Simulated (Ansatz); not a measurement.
# Ti: the cost of one run

Computed with Ansatz 0.2.0, driven from Python. Level of theory: DFT LDA, plane waves, PAW.

This is Ti in the fcc structure; at room conditions it is hcp.

**1. The structure**

The structure is cubic, space group Fm-3m (No. 225). Conventional cell: a = 4.060 Å, b = 4.060 Å, c = 4.060 Å, α = 90.00°, β = 90.00°, γ = 90.00°. Ti (site symmetry m-3m) is surrounded by 12 Ti at 2.87 Å.

No structure file is read: the coordinates are typed or built in the script.

**2. Script**

eos.py

```python
"""Bulk modulus of Ti from an E(V) curve."""

import ansatz as az
from ase.eos import EquationOfState
from ase.units import GPa
import numpy as np

vectors0 = np.array([
    [0.0, 2.03, 2.03],
    [2.03, 0.0, 2.03],
    [2.03, 2.03, 0.0],
])
sites = [
    ("Ti", (0.0, 0.0, 0.0)),
]


def crystal_on(cell):
    crystal = az.Crystal(lattice=az.Lattice.of(cell))
    for symbol, position in sites:
        crystal = crystal.atom(symbol, position)
    return crystal


def main() -> None:
    # scale the volume, keep shape and fractions
    volumes, energies, pressures = [], [], []
    for scale in np.linspace(0.92, 1.08, 7):
        cell = vectors0 * scale ** (1 / 3)
        model = crystal_on(cell).calculation()
        model = model.functional("lda")
        model = model.pseudopotentials("paw").occupations("gaussian", width=0.1)
        model = model.basis(500).kpoints(14, 14, 14)
        model = model.stress()
        rep = model.run(threads=1, pin="off").report
        volumes.append(abs(np.linalg.det(cell)) / len(sites))
        energies.append(rep["free_energy_ev"] / len(sites))
        pressures.append(np.trace(rep["stress_gpa"]) / 3)
        print(f"V = {volumes[-1]:8.4f} A^3/atom  F = {energies[-1]:.5f} eV/atom  P = {pressures[-1]:8.3f} GPa")

    eos = EquationOfState(volumes, energies, eos="vinet")
    v0, e0, bulk = eos.fit()
    print(f"V0 = {v0:.4f} A^3/atom, E0 = {e0:.5f} eV/atom, B = {bulk / GPa:.1f} GPa")


if __name__ == "__main__":
    main()
```

**3. What the engine is handed**

The engine receives this input (first run):

```yaml
crystal:
  lattice:
    - [0.0, 1.9743553172242776, 1.9743553172242776]
    - [1.9743553172242776, 0.0, 1.9743553172242776]
    - [1.9743553172242776, 1.9743553172242776, 0.0]
  atoms:
    - { symbol: Ti, position: [0.0, 0.0, 0.0] }
basis:
  ecutwfc: 500.0
kpoints:
  mp_grid:
    grid: [14, 14, 14]
hamiltonian:
  xc: lda
  pseudopotentials:
    kind: paw
scf:
  occupations:
    method: gaussian
    width: 0.1
output:
  stress: true
```

**4. Launch**

Command:

```
> python eos.py
```

**Question.** How long does this script take on 1 thread of Intel Xeon 6975P-C (Granite Rapids), shared host, and how much memory does it need?

About 6.6 s, with a peak of 0.38 GiB.
